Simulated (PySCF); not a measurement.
# H2Sn (SnH2): the cost of one run

Programs: PySCF 2.14.0, with routines of our own; each step states its level. All values are computed. Atoms count from 0.

## 1. The system as given

3 atoms, charge 0, multiplicity 1; geometry from: GFN2-xTB.

## 2. Optimising the geometry at PBE0-D3(BJ)/def2-SVP

What the job is given:

```
{"job": {"xc": "PBE0", "basis": "def2-SVP", "d3": "d3bj", "grid": 1, "maxiter": 30, "shake": 0.03, "kind": "geom"}, "charge": 0, "multiplicity": 1}
Sn     0.066390    -0.085530    -0.857530
H      1.219450    -0.031350     0.436340
H     -1.302240     0.019670     0.401300
```

Run with:

```
$ OMP_NUM_THREADS=1 python heavy_run.py task.json out
```

The driver reads the jobs from task.json and runs them one after another.

Q: Estimate the wall time and peak memory of this first job on 1 thread of Arm Neoverse V1, shared host.

About 2.3 s, with a peak of 0.21 GiB.
